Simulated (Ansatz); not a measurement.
**CH7GaSi: a ladder of functionals and wavefunction methods**

An exercise on one series of results from a longer session: the logs are not shown, and one member is left open.

The runs use Ansatz 0.2.0, Gaussian basis; functionals in def2-TZVPP, the program's frozen cores in correlated methods.

Levels to be run: LDA (SPW92), PBE-D4, revPBE-D4, BLYP-D4, r2SCAN-D4, B97M-V, PBE0-D4, B3LYP-D4, r2SCANh-D4, r2SCAN0-D4, HSE06-D4, BHLYP-D4, CAM-B3LYP-D4, LC-ωPBE, ωB97X-V, ωB97M-V, B2PLYP, PBE-QIDH; CCSD(T)/def2-SVP; CCSD(T)/def2-TZVPP; MP2/def2-QZVPP; extrapolation to the limit; RPA on PBE.

## The relaxed structure

The geometry comes from an earlier relaxation with PBE0-D4 in a triple-zeta def2 set; it is a stationary point, not always the lowest conformer.

10 atoms, charge 0, spin multiplicity 1.

Atoms are counted from 1 here; the program's logs count them from 0.

Bond lengths: C1–Si2 1.880 Å, C1–H4 1.092 Å, C1–H5 1.092 Å, C1–H6 1.092 Å, Si2–Ga3 2.414 Å, Si2–H7 1.494 Å, Si2–H8 1.494 Å, Ga3–H9 1.577 Å, Ga3–H10 1.575 Å. Angles: Si2–C1–H4 111.0°, Si2–C1–H5 110.8°, Si2–C1–H6 110.8°, H4–C1–H5 108.2°, H4–C1–H6 108.2°, H5–C1–H6 107.8°, C1–Si2–Ga3 114.4°, C1–Si2–H7 109.6°, C1–Si2–H8 109.6°, Ga3–Si2–H7 108.4°, Ga3–Si2–H8 108.4°, H7–Si2–H8 106.1°, Si2–Ga3–H9 122.1°, Si2–Ga3–H10 120.8°, H9–Ga3–H10 117.1°.

Set-up of the first run:

in.yaml reads:

```yaml
crystal:
  periodic: [false, false, false]
  atoms:
    - {symbol: C, position_ang: [-1.382770, 0.623708, -0.571789]}
    - {symbol: Si, position_ang: [0.049058, -0.591804, -0.492077]}
    - {symbol: Ga, position_ang: [1.659033, -0.126454, 1.245362]}
    - {symbol: H, position_ang: [-2.074240, 0.360866, -1.375441]}
    - {symbol: H, position_ang: [-1.020341, 1.638176, -0.751930]}
    - {symbol: H, position_ang: [-1.938855, 0.629612, 0.368255]}
    - {symbol: H, position_ang: [0.762773, -0.610640, -1.804693]}
    - {symbol: H, position_ang: [-0.479453, -1.974458, -0.288069]}
    - {symbol: H, position_ang: [1.504815, 1.100241, 2.224506]}
    - {symbol: H, position_ang: [2.919981, -1.049257, 1.445864]}
basis:
  gaussian: {orbitals: def2-TZVPP}
hamiltonian: {xc: lda}
output: {orbitals: {seedname: orbitals}}
```

On the command line:

```console
ansatz run in.yaml --threads 2 --pin off --events-out ev --progress --plain --max-ram 4352MiB
```

Steps of the session up to this table: LDA; PBE-D4 (GGA); revPBE-D4 (GGA); BLYP-D4 (GGA); r2SCAN-D4 (meta-GGA); B97M-V (meta-GGA); PBE0-D4 (hybrid); B3LYP-D4 (hybrid); r2SCANh-D4 (hybrid); r2SCAN0-D4 (hybrid); HSE06-D4 (hybrid); BHLYP-D4 (hybrid); CAM-B3LYP-D4 (range-separated); LC-ωPBE (range-separated); ωB97X-V (range-separated); ωB97M-V (range-separated); B2PLYP (double hybrid); PBE-QIDH (double hybrid).

One table of the session follows, with a row left open; its other results are not shown here.

It belongs to the step «Orbital energies across the functionals». 

```
  functional  HOMO (eV)  LUMO (eV)  gap (eV)
 LDA (SPW92)      -6.34      -3.04      3.31
      PBE-D4      -6.26      -2.80      3.46
   revPBE-D4      -6.21      -2.68      3.53
     BLYP-D4          ?          ?         ?
   r2SCAN-D4      -6.50      -2.57      3.93
      B97M-V      -6.59      -2.79      3.81
     PBE0-D4      -7.31      -2.00      5.31
    B3LYP-D4      -7.13      -2.26      4.87
  r2SCANh-D4      -6.89      -2.29      4.60
  r2SCAN0-D4      -7.47      -1.88      5.59
    HSE06-D4      -6.92      -2.37      4.55
    BHLYP-D4      -8.28      -1.24      7.04
CAM-B3LYP-D4      -8.57      -1.09      7.48
     LC-ωPBE      -9.87       0.09      9.95
     ωB97X-V      -9.54      -0.07      9.48
     ωB97M-V      -9.34      -0.29      9.05
```

**Question.** Estimate the row for BLYP-D4.

Worked estimate for «HOMO (eV)». Against the share of exact exchange, B3LYP-D4 (0.2, -7.13), BHLYP-D4 (0.5, -8.28) give a slope of -3.83 per unit share; at 0 the line stands at -6.36.

The run gave: HOMO (eV): -6.13; LUMO (eV): -2.73; gap (eV): 3.40. In «HOMO (eV)» the line misses by -0.23.
